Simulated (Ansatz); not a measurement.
# AlFH₃P with the probe Cl-: a probe moved round a molecule

How does the energy of AlFH₃P (SMILES [F][AlH][PH2]) with the probe Cl- change over two coordinates at once? A grid of runs gives the map.

Program: Ansatz 0.2.0. Level of theory: RKS CAM-B3LYP-D4/def2-SVPD. These are calculated values, not measurements.

## Step 1: The starting structure

SMILES `[F][AlH][PH2]`, 6 atoms, charge 0, spin multiplicity 1.

Atoms are counted from 1 here; the program's logs count them from 0.

Bond lengths: F1–Al2 1.701 Å, Al2–P3 2.332 Å, Al2–H4 1.590 Å, P3–H5 1.442 Å, P3–H6 1.441 Å. Angles: F1–Al2–P3 116.5°, F1–Al2–H4 116.9°, P3–Al2–H4 126.4°, Al2–P3–H5 91.8°, Al2–P3–H6 92.0°, H5–P3–H6 93.9°.

Geometry (Å):

| atom | x (Å) | y (Å) | z (Å) |
| --- | --- | --- | --- |
| F1 | -1.5634 | -1.3089 | 0.9635 |
| Al2 | -0.4800 | -0.7914 | -0.2411 |
| P3 | 1.2608 | 0.5974 | 0.4497 |
| H4 | -0.6856 | -1.3911 | -1.6995 |
| H5 | 1.1456 | 1.4070 | -0.7384 |
| H6 | 0.3648 | 1.4230 | 1.2196 |

This geometry comes from a loose relaxation at PBE in a small basis, which is not shown.

## Step 2: Geometry optimisation

input.yaml reads:

```yaml
crystal:
  periodic: [false, false, false]
  atoms:
    - { symbol: F, position_ang: [-1.563422, -1.308928, 0.963549] }
    - { symbol: Al, position_ang: [-0.480041, -0.7914, -0.241123] }
    - { symbol: P, position_ang: [1.260771, 0.59741, 0.449704] }
    - { symbol: H, position_ang: [-0.68563, -1.391053, -1.699451] }
    - { symbol: H, position_ang: [1.145568, 1.40696, -0.738397] }
    - { symbol: H, position_ang: [0.364755, 1.423011, 1.219618] }
basis:
  gaussian: { orbitals: def2-SVPD }
hamiltonian:
  xc: { name: CAM-B3LYP }
  dispersion: d4
output:
  forces: true
relax:
  f_tol: 0.003
  max_steps: 120
```

Started as:

```
$ ansatz run input.yaml --threads 1 --pin off --max-ram 2560MiB --backend cpu --events-out ev --progress --plain --runs-dir out
```

Output:

```text
Warning: RAYON_NUM_THREADS=1 ignored (pool sized by the plan → 1); use --threads N
The last accepted step is kept in <dir> (removed where the run ends without a failure and the disk answers)
Engine: ansatz 0.2.0, x86_64-unknown-linux-gnu
Functional definition: CAM-B3LYP
  parameter alpha = 0.19
  parameter beta = 0.46
  parameter omega = 0.33/bohr
  parameter ac = 0.81
  exchange = (1 - alpha - beta)*b88_x + beta*b88_x_sr(omega) + alpha*exact_x + beta*exact_x_lr(omega)
  correlation = (1 - ac)*vwn5_c + ac*lyp_c
937 factors; integrals over basis functions are off by at most 3.2e-4 eV
411 factors; integrals over basis functions are off by at most 1.2e-6 eV
mean field evaluation 1: about -18643.8254 eV, gradient 3.7e1 eV
mean field evaluation 2: about -18641.0908 eV, gradient 5.9e1 eV
mean field evaluation 4: about -18646.2723 eV, gradient 9.6e-1 eV
mean field evaluation 8: about -18646.2797 eV, gradient 9.7e-3 eV
mean field -18646.27967995 eV, -685.2381393359 hartree, gradient 2.4e-5 eV, S^2 0.000000; 0 other end points of the search recorded, 0 dependent functions left out
the calculation of the forces begins
reference -18646.27981374 eV, -685.2381442526 hartree; 20, 20 occupied and 75, 75 virtual orbitals, 937 factors
relax step   1: F+E_penalty+E_count = -18646.36484715 eV  Δ(F+E_penalty+E_count) = +0.000e0 eV  max|allowed force component| = 4.754e-1 eV/Å  Δτ_max = 0.0000 Å  (25 SCF iters, accepted)
these checks for a lower state are left out or cut short: starts, cluster_reference, orbital_swaps, neighbouring_geometries, increment
937 factors; integrals over basis functions are off by at most 3.2e-4 eV
411 factors; integrals over basis functions are off by at most 1.1e-6 eV
mean field evaluation 16: about -18646.2805 eV, gradient 3.7e0 eV
mean field -18646.29336030 eV, -685.2386420793 hartree, gradient 5.8e-5 eV, S^2 0.000000; 0 other end points of the search recorded, 0 dependent functions left out
the calculation of the forces begins
reference -18646.29349381 eV, -685.2386469859 hartree; 20, 20 occupied and 75, 75 virtual orbitals, 937 factors
relax step   2: F+E_penalty+E_count = -18646.37869290 eV  Δ(F+E_penalty+E_count) = -1.385e-2 eV  max|allowed force component| = 2.801e-1 eV/Å  Δτ_max = 0.0277 Å  (26 SCF iters, accepted)
these checks for a lower state are left out or cut short: starts, cluster_reference, orbital_swaps, neighbouring_geometries, increment
937 factors; integrals over basis functions are off by at most 3.2e-4 eV
411 factors; integrals over basis functions are off by at most 1.1e-6 eV
mean field -18646.29629794 eV, -685.2387500356 hartree, gradient 5.9e-5 eV, S^2 0.000000; 0 other end points of the search recorded, 0 dependent functions left out
the calculation of the forces begins
reference -18646.29643134 eV, -685.2387549380 hartree; 20, 20 occupied and 75, 75 virtual orbitals, 937 factors
relax step   3: F+E_penalty+E_count = -18646.38167787 eV  Δ(F+E_penalty+E_count) = -2.985e-3 eV  max|allowed force component| = 2.067e-1 eV/Å  Δτ_max = 0.0091 Å  (27 SCF iters, accepted)
these checks for a lower state are left out or cut short: starts, cluster_reference, orbital_swaps, neighbouring_geometries, increment
937 factors; integrals over basis functions are off by at most 3.2e-4 eV
411 factors; integrals over basis functions are off by at most 1.1e-6 eV
mean field -18646.29827995 eV, -685.2388228733 hartree, gradient 5.9e-5 eV, S^2 0.000000; 0 other end points of the search recorded, 0 dependent functions left out
the calculation of the forces begins
reference -18646.29841325 eV, -685.2388277718 hartree; 20, 20 occupied and 75, 75 virtual orbitals, 937 factors
relax step   4: F+E_penalty+E_count = -18646.38375783 eV  Δ(F+E_penalty+E_count) = -2.080e-3 eV  max|allowed force component| = 2.902e-2 eV/Å  Δτ_max = 0.0157 Å  (27 SCF iters, accepted)
these checks for a lower state are left out or cut short: starts, cluster_reference, orbital_swaps, neighbouring_geometries, increment
937 factors; integrals over basis functions are off by at most 3.2e-4 eV
411 factors; integrals over basis functions are off by at most 1.1e-6 eV
mean field evaluation 32: about -18646.2983 eV, gradient 3.2e-1 eV
mean field -18646.29838355 eV, -685.2388266805 hartree, gradient 9.1e-6 eV, S^2 0.000000; 0 other end points of the search recorded, 0 dependent functions left out
the calculation of the forces begins
reference -18646.29851688 eV, -685.2388315802 hartree; 20, 20 occupied and 75, 75 virtual orbitals, 937 factors
relax step   5: F+E_penalty+E_count = -18646.38382893 eV  Δ(F+E_penalty+E_count) = -7.110e-5 eV  max|allowed force component| = 7.318e-3 eV/Å  Δτ_max = 0.0050 Å  (24 SCF iters, accepted)
these checks for a lower state are left out or cut short: starts, cluster_reference, orbital_swaps, neighbouring_geometries, increment
937 factors; integrals over basis functions are off by at most 3.2e-4 eV
411 factors; integrals over basis functions are off by at most 1.1e-6 eV
mean field -18646.29841206 eV, -685.2388277281 hartree, gradient 1.4e-5 eV, S^2 0.000000; 0 other end points of the search recorded, 0 dependent functions left out
the calculation of the forces begins
reference -18646.29854540 eV, -685.2388326283 hartree; 20, 20 occupied and 75, 75 virtual orbitals, 937 factors
relax step   6: F+E_penalty+E_count = -18646.38384930 eV  Δ(F+E_penalty+E_count) = -2.038e-5 eV  max|allowed force component| = 2.858e-3 eV/Å  Δτ_max = 0.0054 Å  (25 SCF iters, accepted)
937 factors; integrals over basis functions are off by at most 3.2e-4 eV
411 factors; integrals over basis functions are off by at most 1.1e-6 eV
mean field -18646.29841206 eV, -685.2388277281 hartree, gradient 1.4e-5 eV, S^2 0.000000; 1 other end points of the search recorded, 0 dependent functions left out
the calculation of the forces begins
reference -18646.29854540 eV, -685.2388326283 hartree; 20, 20 occupied and 75, 75 virtual orbitals, 937 factors
Total energy: -18646.38398264 eV, -685.2419723892 hartree
Atom 0 at    -1.549696    -1.311465     0.950546 Å, force     0.000532    -0.000380     0.000022 eV/Å
Atom 1 at    -0.483574    -0.797777    -0.240795 Å, force    -0.000237     0.000941     0.001496 eV/Å
Atom 2 at     1.228594     0.597226     0.438936 Å, force    -0.002858     0.000346    -0.000937 eV/Å
Atom 3 at    -0.685917    -1.385379    -1.682515 Å, force    -0.000531    -0.001392    -0.000766 eV/Å
Atom 4 at     1.157461     1.405976    -0.732625 Å, force     0.002458     0.001520     0.000626 eV/Å
Atom 5 at     0.375134     1.427419     1.220353 Å, force     0.000636    -0.001035    -0.000441 eV/Å
Dipole moment:     0.130549     0.187042    -0.263466 e Å
```

Run time: 14 s. Hardware: 1 thread of Intel Xeon 6975P-C (Granite Rapids), shared host; peak memory 0.23 GiB.

The steps of the relaxation:

| step | energy from step 1 (eV) | largest force component (eV/Å) |
| --- | --- | --- |
| 1 | 0.0000 | 0.4754 |
| 2 | -0.0138 | 0.2801 |
| 3 | -0.0168 | 0.2067 |
| 4 | -0.0189 | 0.0290 |
| 5 | -0.0190 | 0.0073 |
| 6 | -0.0190 | 0.0029 |

Close pairs (by a distance rule), those that changed most:

| bond | before (Å) | after (Å) | change (Å) |
| --- | --- | --- | --- |
| F1–Al2 | 1.701 | 1.679 | -0.022 |
| Al2–P3 | 2.332 | 2.311 | -0.021 |
| Al2–H4 | 1.590 | 1.570 | -0.020 |
| P3–H6 | 1.441 | 1.424 | -0.017 |
| P3–H5 | 1.442 | 1.425 | -0.017 |

## Step 3: Reference: Cl− by itself, as typed

input.yaml reads:

```yaml
crystal:
  periodic: [false, false, false]
  atoms:
    - { symbol: Cl, position_ang: [0.0, 0.0, 0.0] }
total_charge: -1
basis:
  gaussian: { orbitals: def2-SVPD }
hamiltonian:
  xc: { name: CAM-B3LYP }
```

Started as:

```
$ ansatz run input.yaml --threads 1 --pin off --max-ram 2560MiB --backend cpu --events-out ev --progress --plain --runs-dir out
```

Output:

```text
Warning: RAYON_NUM_THREADS=1 ignored (pool sized by the plan → 1); use --threads N
[... 8 set-up lines as earlier in the session ...]
234 factors; their error is unknown
61 factors; integrals over basis functions are off by at most 8.4e-5 eV
mean field evaluation 1: about -12520.1142 eV, gradient 2.2e1 eV
mean field evaluation 2: about -12520.4940 eV, gradient 1.9e1 eV
mean field evaluation 4: about -12521.3203 eV, gradient 3.4e-2 eV
mean field evaluation 8: about -12521.3784 eV, gradient 3.4e-4 eV
mean field -12521.37844333 eV, -460.1521704972 hartree, gradient 5.4e-6 eV, S^2 0.000000; 0 other end points of the search recorded, 0 dependent functions left out
reference -12521.37850821 eV, -460.1521728817 hartree; 9, 9 occupied and 18, 18 virtual orbitals, 234 factors
Total energy: -12521.37850821 eV, -460.1521728817 hartree
```

Wall time 0.13 s (1 thread of Intel Xeon 6975P-C (Granite Rapids), shared host); peak memory 0.076 GiB.

## Step 4: Setting up the map

The probe is moved over the molecule's main plane (x and y are the axes of that plane, centred on the molecule).

The axes are (1) x of the probe's Cl atom: 13 values from −5.70 Å; (2) y of the probe's Cl atom: 11 values from −4.75 Å.

Nothing else is relaxed (molecule and probe rigid). Energies count from molecule and probe far apart, each relaxed in its own basis (no counterpoise correction). Points are written as (first, second).

The probe Cl- moves over a plane: the molecule's main plane. The molecule is turned into the frame of its main axes, as the inputs below show.

Of the runs on the grid, 3 are shown in the steps below; the others differ only in the two coordinates.

## Step 5: The run at (2.85 Å, −0.95 Å)

input.yaml reads:

```yaml
crystal:
  periodic: [false, false, false]
  atoms:
    - { symbol: F, position_ang: [1.563391, 0.414961, 1.0e-06] }
    - { symbol: Al, position_ang: [0.278652, -0.666348, 1.0e-06] }
    - { symbol: P, position_ang: [-1.842043, 0.251387, -1.0e-06] }
    - { symbol: H, position_ang: [0.629827, -2.193368, -0.098292] }
    - { symbol: H, position_ang: [-2.366133, -0.730772, 0.890158] }
    - { symbol: H, position_ang: [-1.539218, 1.199603, 1.018531] }
    - { symbol: Cl, position_ang: [2.85, -0.95, 0.0] }
total_charge: -1
basis:
  gaussian: { orbitals: def2-SVPD }
hamiltonian:
  xc: { name: CAM-B3LYP }
  dispersion: d4
output:
  forces: true
```

Started as:

```
$ ansatz run input.yaml --threads 1 --pin off --max-ram 2560MiB --backend cpu --events-out ev --progress --plain --runs-dir out
```

Output:

```text
Warning: RAYON_NUM_THREADS=1 ignored (pool sized by the plan → 1); use --threads N
[... 8 set-up lines as earlier in the session ...]
1134 factors; integrals over basis functions are off by at most 7.8e-4 eV
452 factors; integrals over basis functions are off by at most 2.6e-5 eV
mean field evaluation 1: about -31162.6375 eV, gradient 1.8e1 eV
mean field evaluation 2: about -31162.9673 eV, gradient 1.9e1 eV
mean field evaluation 4: about -31163.9559 eV, gradient 1.5e0 eV
mean field evaluation 8: about -31164.0086 eV, gradient 1.5e-1 eV
mean field evaluation 16: about -31164.0087 eV, gradient 1.2e-4 eV
mean field -31164.00870832 eV, -1145.2561963069 hartree, gradient 4.5e-5 eV, S^2 0.000000; 0 other end points of the search recorded, 0 dependent functions left out
the calculation of the forces begins
reference -31164.00883180 eV, -1145.2562008446 hartree; 29, 29 occupied and 93, 93 virtual orbitals, 1134 factors
Total energy: -31164.16477413 eV, -1145.2619316196 hartree
Atom 0 at     1.563391     0.414961     0.000001 Å, force    -7.761603     8.925627    -0.032227 eV/Å
Atom 1 at     0.278652    -0.666348     0.000001 Å, force     1.423261    -0.804236    -0.074284 eV/Å
Atom 2 at    -1.842043     0.251387    -0.000001 Å, force    -0.301359     0.123193     0.003538 eV/Å
Atom 3 at     0.629827    -2.193368    -0.098292 Å, force    -1.109480    -0.348735    -0.048366 eV/Å
Atom 4 at    -2.366133    -0.730772     0.890158 Å, force    -0.094411     0.017996     0.052608 eV/Å
Atom 5 at    -1.539218     1.199603     1.018531 Å, force    -0.069426     0.006744     0.021543 eV/Å
Atom 6 at     2.850000    -0.950000     0.000000 Å, force     7.913018    -7.920590     0.077189 eV/Å
Dipole moment:    -1.687110     0.457340     0.132536 e Å
```

Run time: 4.4 s. Hardware: 1 thread of Intel Xeon 6975P-C (Granite Rapids), shared host; peak memory 0.33 GiB.

Energy on the map's scale: 347 kJ/mol.

## Step 6: Point (−1.90 Å, −3.80 Å)

input.yaml, as its differences from that of step 5:

```diff
@@ -9,3 +9,3 @@
     - { symbol: H, position_ang: [-1.539218, 1.199603, 1.018531] }
-    - { symbol: Cl, position_ang: [2.85, -0.95, 0.0] }
+    - { symbol: Cl, position_ang: [-1.9, -3.8, 0.0] }
 total_charge: -1
```

Started as:

```
$ ansatz run input.yaml --threads 1 --pin off --max-ram 2560MiB --backend cpu --events-out ev --progress --plain --runs-dir out
```

Output:

```text
Warning: RAYON_NUM_THREADS=1 ignored (pool sized by the plan → 1); use --threads N
[... 8 set-up lines as earlier in the session ...]
1134 factors; integrals over basis functions are off by at most 7.9e-4 eV
452 factors; integrals over basis functions are off by at most 2.9e-5 eV
mean field evaluation 1: about -31166.7305 eV, gradient 1.8e1 eV
mean field evaluation 2: about -31167.3862 eV, gradient 1.7e1 eV
mean field evaluation 4: about -31168.0636 eV, gradient 1.4e0 eV
mean field evaluation 8: about -31168.0830 eV, gradient 6.3e-2 eV
mean field evaluation 16: about -31168.0830 eV, gradient 7.8e-5 eV
mean field -31168.08300126 eV, -1145.4059238107 hartree, gradient 7.8e-5 eV, S^2 0.000000; 0 other end points of the search recorded, 0 dependent functions left out
the calculation of the forces begins
reference -31168.08313646 eV, -1145.4059287795 hartree; 29, 29 occupied and 93, 93 virtual orbitals, 1134 factors
Total energy: -31168.22647855 eV, -1145.4111965042 hartree
Atom 0 at     1.563391     0.414961     0.000001 Å, force     0.341366     0.445523     0.009297 eV/Å
Atom 1 at     0.278652    -0.666348     0.000001 Å, force    -0.585718    -0.975509    -0.038079 eV/Å
Atom 2 at    -1.842043     0.251387    -0.000001 Å, force    -0.059167    -0.015796     0.089606 eV/Å
Atom 3 at     0.629827    -2.193368    -0.098292 Å, force     0.251195     0.216455     0.004100 eV/Å
Atom 4 at    -2.366133    -0.730772     0.890158 Å, force     0.051018    -0.017915    -0.130087 eV/Å
Atom 5 at    -1.539218     1.199603     1.018531 Å, force     0.020308     0.145911     0.044240 eV/Å
Atom 6 at    -1.900000    -3.800000     0.000000 Å, force    -0.019002     0.201331     0.020923 eV/Å
Dipole moment:     0.726543     1.899350     0.141391 e Å
```

Run time: 4 s. Hardware: 1 thread of Intel Xeon 6975P-C (Granite Rapids), shared host; peak memory 0.32 GiB.

Energy on the map's scale: −45 kJ/mol.

## Step 7: The run at (−5.70 Å, 0.00 Å)

input.yaml, as its differences from that of step 6:

```diff
@@ -9,3 +9,3 @@
     - { symbol: H, position_ang: [-1.539218, 1.199603, 1.018531] }
-    - { symbol: Cl, position_ang: [-1.9, -3.8, 0.0] }
+    - { symbol: Cl, position_ang: [-5.7, 0.0, 0.0] }
 total_charge: -1
```

Started as:

```
$ ansatz run input.yaml --threads 1 --pin off --max-ram 2560MiB --backend cpu --events-out ev --progress --plain --runs-dir out
```

Output:

```text
Warning: RAYON_NUM_THREADS=1 ignored (pool sized by the plan → 1); use --threads N
[... 8 set-up lines as earlier in the session ...]
1134 factors; integrals over basis functions are off by at most 8.0e-4 eV
453 factors; integrals over basis functions are off by at most 3.7e-5 eV
mean field evaluation 1: about -31166.3565 eV, gradient 1.9e1 eV
mean field evaluation 2: about -31167.0326 eV, gradient 1.8e1 eV
mean field evaluation 4: about -31167.8135 eV, gradient 1.4e0 eV
mean field evaluation 8: about -31167.8365 eV, gradient 5.3e-2 eV
mean field evaluation 16: about -31167.8365 eV, gradient 9.9e-5 eV
mean field -31167.83647437 eV, -1145.3968641147 hartree, gradient 1.6e-5 eV, S^2 0.000000; 0 other end points of the search recorded, 0 dependent functions left out
the calculation of the forces begins
reference -31167.83662504 eV, -1145.3968696519 hartree; 29, 29 occupied and 93, 93 virtual orbitals, 1134 factors
Total energy: -31167.96132242 eV, -1145.4014521958 hartree
Atom 0 at     1.563391     0.414961     0.000001 Å, force     0.424718     0.088528    -0.047607 eV/Å
Atom 1 at     0.278652    -0.666348     0.000001 Å, force    -0.658806     0.128171     0.165098 eV/Å
Atom 2 at    -1.842043     0.251387    -0.000001 Å, force    -0.031166    -0.172591     0.040258 eV/Å
Atom 3 at     0.629827    -2.193368    -0.098292 Å, force     0.187786    -0.118402    -0.051525 eV/Å
Atom 4 at    -2.366133    -0.730772     0.890158 Å, force    -0.082352     0.067653    -0.147422 eV/Å
Atom 5 at    -1.539218     1.199603     1.018531 Å, force     0.061968     0.026556    -0.001827 eV/Å
Atom 6 at    -5.700000     0.000000     0.000000 Å, force     0.097853    -0.019915     0.043026 eV/Å
Dipole moment:     3.059406    -0.211836     0.119130 e Å
```

Run time: 3.9 s. Hardware: 1 thread of Intel Xeon 6975P-C (Granite Rapids), shared host; peak memory 0.31 GiB.

On the map this point reads −19 kJ/mol.

## Step 8: The map

112 points were computed, and 31 have no value (skipped by design, atoms too close, or no result). Energies in kJ/mol, from molecule and probe far apart, each relaxed in its own basis (no counterpoise correction):

```csv
"y of the probe's Cl atom (Å) ↓, x of the probe's Cl atom (Å) →",−5.70,−4.75,−3.80,−2.85,−1.90,−0.95,0.00,0.95,1.90,2.85,3.80,4.75,5.70
4.75,−4,−5,−7,−10,−11,−9,−4,3,9,12,12,11,10
3.80,−6,−9,−14,−18,−21,−21,−14,1,13,17,17,15,12
2.85,−9,−15,−17,16,69,29,−6,37,64,40,24,18,14
1.90,−13,−20,27,–,–,–,242,717,855,270,48,22,16
0.95,−17,−17,–,–,–,–,–,–,–,1127,108,24,15
0.00,−19,−8,–,–,–,–,–,–,–,1256,108,20,13
−0.95,−21,−18,–,–,–,–,–,–,–,347,31,9,9
−1.90,−20,−30,2,–,–,–,–,–,458,30,−4,2,5
−2.85,−17,−28,−40,−45,−40,92,–,–,169,−4,−9,−1,2
−3.80,−14,−21,−30,−40,−45,−24,45,56,2,−13,−8,−2,0
−4.75,−11,−15,−19,−24,−27,−27,−22,−18,−15,−10,−6,−2,−1
```

The largest force on an atom (eV/Å) at each point:

```tsv
y of the probe's Cl atom (Å) ↓, x of the probe's Cl atom (Å) →	−5.70	−4.75	−3.80	−2.85	−1.90	−0.95	0.00	0.95	1.90	2.85	3.80	4.75	5.70
4.75	0.4	0.4	0.5	0.5	0.5	0.5	0.6	0.6	0.6	0.6	0.6	0.5	0.4
3.80	0.4	0.5	0.6	0.7	0.7	0.8	0.8	0.9	0.9	0.9	0.7	0.6	0.5
2.85	0.5	0.7	0.8	1.5	3.4	2.3	1.2	2.2	2.4	1.4	1.0	0.8	0.6
1.90	0.6	0.8	1.9	–	–	–	6.4	18.5	19.7	7.9	1.6	1.0	0.7
0.95	0.7	0.9	–	–	–	–	–	–	–	25.7	3.5	1.1	0.8
0.00	0.7	0.9	–	–	–	–	–	–	–	29.9	3.9	1.2	0.8
−0.95	0.7	0.9	–	–	–	–	–	–	–	11.8	1.9	1.1	0.8
−1.90	0.6	0.8	1.7	–	–	–	–	–	11.7	1.8	1.5	1.0	0.7
−2.85	0.5	0.7	0.9	1.2	1.6	4.3	–	–	5.5	1.2	1.1	0.8	0.6
−3.80	0.4	0.5	0.7	0.9	1.1	1.1	2.4	2.6	0.8	1.0	0.9	0.7	0.5
−4.75	0.4	0.4	0.5	0.7	0.8	0.9	0.9	0.8	0.8	0.8	0.7	0.5	0.4
```

## Step 9: Outcome

| quantity | value |
| --- | --- |
| lowest point | (−1.90 Å, −3.80 Å) [nearest 1 H at 3.00 Å], −45 kJ/mol |
| highest computed point (blank points may lie higher) | (2.85 Å, 0.00 Å), 1301 kJ/mol above the lowest |
| largest force on an atom (eV/Å) | 0.4 at (−5.70 Å, −4.75 Å) to 29.9 at (2.85 Å, 0.00 Å); 1.1 at the lowest point |
| time for the whole task | 7.7 min on 1 thread, shared host |

**Reading.** The lowest computed point is at (−1.90 Å, −3.80 Å) [nearest 1 H at 3.00 Å], −45 kJ/mol from molecule and probe far apart, each relaxed in its own basis (no counterpoise correction). The grid is coarse, so the lowest point of the scanned range may lie between grid points; coordinates that were held can hide deeper minima. The highest computed point, (2.85 Å, 0.00 Å) [nearest 1 F at 1.35 Å], lies 1301 kJ/mol above the lowest. Between some neighbouring points the energy changes steeply, from close contacts of the rigid frames or a change of state; the map doesn't tell which. No counterpoise correction was made, so wells between separate parts tend to come out somewhat too deep.
